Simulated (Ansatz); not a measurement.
What does this script print? It uses the Ansatz DFT code, driven from Python.

`w_ecut.py`:
```python
"""Cutoff test for W."""

import csv
import warnings

import ansatz
from ase import Atoms


def main() -> None:
    warnings.simplefilter("ignore", ansatz.DeckWarning)

    atoms = Atoms(
        ["W"],
        scaled_positions=[
            (0.0, 0.0, 0.0),
        ],
        cell=[
            (0.0, 2.03, 2.03),
            (2.03, 0.0, 2.03),
            (2.03, 2.03, 0.0),
        ],
        pbc=True,
    )
    material = ansatz.Crystal.from_ase(atoms)

    calc = material.calculation()
    calc = calc.functional(ansatz.Functional.R2SCAN).kpoints(mesh=(12, 12, 12))
    calc = calc.occupations("Gaussian", width=0.1)
    calc = calc.stress()

    rows = []
    for value in [250, 350, 450, 550, 650, 750]:
        summary = calc.basis(value).run(threads=1).report
        rows.append((value, summary["free_energy_ev"] / len(summary["lattice"]["sites"]), summary["n_iterations"], sum(summary["stress_gpa"][i][i] for i in range(3)) / 3, summary["n_pw"]))

    with open("ecut.csv", "w", newline="") as handle:
        writer = csv.writer(handle)
        writer.writerow(["cutoff (eV)", "F/atom (eV)", "iterations", "P (GPa)", "plane waves"])
        writer.writerows([round(v, 5) if isinstance(v, float) else v for v in row] for row in rows)

    # the last row is the reference
    for row in rows[:-1]:
        shift = 1000 * (row[1] - rows[-1][1])
        print(f"{row[0]}: {shift:+.2f} meV/atom" + ("  (within 1 meV)" if abs(shift) < 1 else ""))


if __name__ == "__main__":
    main()
```

```console
$ python w_ecut.py
250: +496.16 meV/atom
350: +11.44 meV/atom
450: +6.16 meV/atom
550: +3.30 meV/atom
650: +1.42 meV/atom
```

File `ecut.csv` afterwards:
```csv
cutoff (eV),F/atom (eV),iterations,P (GPa),plane waves
250,-10396.23426,6,-9.67738,169
350,-10396.71898,6,-9.41667,259
450,-10396.72426,6,-9.38333,339
550,-10396.72711,6,-9.35073,531
650,-10396.72899,6,-9.34549,609
750,-10396.73041,6,-9.35464,749
```

Reading the output:
- The run is spin-unpolarised.
- For a metal this k-point mesh is coarse: on a finer one energies can move by several to tens of meV an atom and pressures by half a GPa or more, differences at one mesh by less.
- Pressure is positive in compression.
- Spin-orbit coupling, which matters for elements this heavy, is left out.
- This isn't the structure that W takes at ambient conditions.
- Shifts are counted from the last row, which is itself no proven limit.
- The script silences the warnings on its input, which a real study should read.
- Hardware and time: 10 s on 1 thread of Intel(R) Xeon(R) Processor @ 2.30GHz (shared host), peak memory 0.58 GiB.
